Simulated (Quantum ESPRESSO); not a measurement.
## IrRu: equation of state with PBE

Crystal: IrRu.

```
CELL_PARAMETERS angstrom
2.72491 0.00000 0.00000
-1.36246 2.35984 0.00000
0.00000 0.00000 4.33070
ATOMIC_POSITIONS crystal
Ir 0.00000 0.00000 0.50000
Ru 0.66667 0.33333 0.00000
```

The cell comes from a database or a generator and needn't be the stable form of this composition.

| Item | Value |
| --- | --- |
| Program | Quantum ESPRESSO 7.5 |
| Task | equation of state |
| Functional | PBE |
| Potentials or basis | SSSP 1.3 efficiency PBE |
| Cutoff | 816 eV |
| Density cutoff | 5987 eV |
| k mesh | 11 × 11 × 6 |
| Occupations | fermi-dirac, width 0.05 eV |
| Spin | no spin polarisation |
| Mixing beta | 0.5 |
| Most SCF iterations | 120 |
| SCF threshold | 4e-10 Ry |

- Equilibrium volume: 14.14 Å³/atom
- Bulk modulus at fixed shape and positions: 331 GPa
- Pressure derivative of the bulk modulus: 4.9

Energy against volume, from the lowest point:
| volume (Å³/atom) | energy (meV/atom) |
| --- | --- |
| 13.089 | 93.95 |
| 13.367 | 48.62 |
| 13.645 | 18.95 |
| 13.924 | 3.26 |
| 14.202 | 0.00 |
| 14.481 | 7.77 |
| 14.759 | 25.36 |

All runs of the series together: 110 s on 2 threads of Intel(R) Xeon(R) Platinum 8488C (Sapphire Rapids) (shared host).

Caveat: the cell was scaled at fixed shape and fractional positions, which overstates the stiffness of a crystal with free parameters, most of all of layers and chains. The run has no spin-orbit coupling, so splittings on Ir are missing.
